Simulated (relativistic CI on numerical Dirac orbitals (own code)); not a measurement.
# Nb⁴⁺ (4d) in crystal fields: levels and magnetism

Aim: the levels, ground state and powder susceptibility of Nb⁴⁺ in 6 parametric crystal fields.

Program: relativistic CI on numerical Dirac orbitals (own code) version 1. Level of theory: Dirac-Coulomb-Breit CI, KLI orbitals optimised for each configuration, model QED (radiative potential, 1s self-energy scaled to tabulated hydrogen-like ionisation energies), valence Slater integrals scaled by 0.65, one configuration in a parametric crystal field. These are calculated values, not measurements, unless marked.

## Step 1: What is computed

| Item | Value |
| --- | --- |
| ion | Nb⁴⁺ (Nb V) |
| nuclear charge | 41 |
| electrons | 37 |
| open shell | 4d |
| Slater scale | 0.65 |
| field 1 (cm⁻¹) | Td, 10Dq = -15550 |
| field 2 (cm⁻¹) | D3d, 10Dq = 29700, Dsigma = 1090, Dtau = 170 |
| field 3 (cm⁻¹) | D3d, 10Dq = 45550, Dsigma = 1030, Dtau = 100 |
| field 4 (cm⁻¹) | Td, 10Dq = -25550 |
| field 5 (cm⁻¹) | D4h, 10Dq = 34650, Ds = -220, Dt = 770 |
| field 6 (cm⁻¹) | Td, 10Dq = -24600 |

The outer shells:

[Kr] 4d1
```
[Kr] core
4d [↑ ][  ][  ][  ][  ]
```

## Step 2: Field 1: Td, 10Dq = -15550

Settings of the run:

```ini
atom Nb  Z=41  charge=4  electrons=37
nucleus A=93  rms_radius_fm=4.3240
hamiltonian dirac-coulomb  breit=on  qed=on  c_scale=1
orbitals kli  potential=per-configuration
slater_scale 0.65
correlation none
mixing on
configurations
  [Kr] 4d
end
crystal_field Td 10Dq=-15550
```

## Step 3: Field 2: D3d, 10Dq = 29700, Dsigma = 1090, Dtau = 170

The settings differ from step 2 so:

```diff
@@ -10,2 +10,2 @@
 end
-crystal_field Td 10Dq=-15550
+crystal_field D3d 10Dq=29700 Dsigma=1090 Dtau=170
```

## Step 4: Field 3: D3d, 10Dq = 45550, Dsigma = 1030, Dtau = 100

The settings differ from step 3 so:

```diff
@@ -10,2 +10,2 @@
 end
-crystal_field D3d 10Dq=29700 Dsigma=1090 Dtau=170
+crystal_field D3d 10Dq=45550 Dsigma=1030 Dtau=100
```

## Step 5: Field 4: Td, 10Dq = -25550

The settings differ from step 4 so:

```diff
@@ -10,2 +10,2 @@
 end
-crystal_field D3d 10Dq=45550 Dsigma=1030 Dtau=100
+crystal_field Td 10Dq=-25550
```

## Step 6: Field 5: D4h, 10Dq = 34650, Ds = -220, Dt = 770

The settings differ from step 5 so:

```diff
@@ -10,2 +10,2 @@
 end
-crystal_field Td 10Dq=-25550
+crystal_field D4h 10Dq=34650 Ds=-220 Dt=770
```

## Step 7: Field 6: Td, 10Dq = -24600

The settings differ from step 6 so:

```diff
@@ -10,2 +10,2 @@
 end
-crystal_field D4h 10Dq=34650 Ds=-220 Dt=770
+crystal_field Td 10Dq=-24600
```

(Steps that only read results are left out.)

Before running it: what results should come out? Wanted: ground spin; ground doublet.

As calculated:

| field | ground state | degeneracy | S | J | first gap (cm⁻¹) | stabilisation (cm⁻¹) | χT at 2 K | χT at 300 K |
| --- | --- | --- | --- | --- | --- | --- | --- | --- |
| 1: Td | G8 | 4 | 0.50 | 2.09 | 15298 | -8337 | 0.312 | 0.332 |
| 2: D3d | G4 | 2 | 0.50 | 2.07 | 4098 | -14112 | 0.271 | 0.303 |
| 3: D3d | G4 | 2 | 0.50 | 2.07 | 3462 | -19914 | 0.266 | 0.299 |
| 4: Td | G8 | 4 | 0.50 | 2.11 | 25260 | -14318 | 0.336 | 0.348 |
| 5: D4h | G7 | 2 | 0.50 | 2.08 | 4202 | -14095 | 0.279 | 0.308 |
| 6: Td | G8 | 4 | 0.50 | 2.11 | 24313 | -13750 | 0.335 | 0.347 |

χT is in cm³ K/mol; stabilisation counts from the free ion's lowest level; S and J come from the expectation values of their squares.

| quantity | value |
| --- | --- |
| ground spin (effective S from ⟨S²⟩) | 1: 0.50, 2: 0.50, 3: 0.50, 4: 0.50, 5: 0.50, 6: 0.50 |
| χT at 300 K | 0.30 to 0.35 cm³ K/mol |
| ground doublet | field 2, g = 1.56, 1.56, 1.94 |

All fields leave the ground state at S = 1/2. The field is a set of parameters, without covalency or charge transfer.
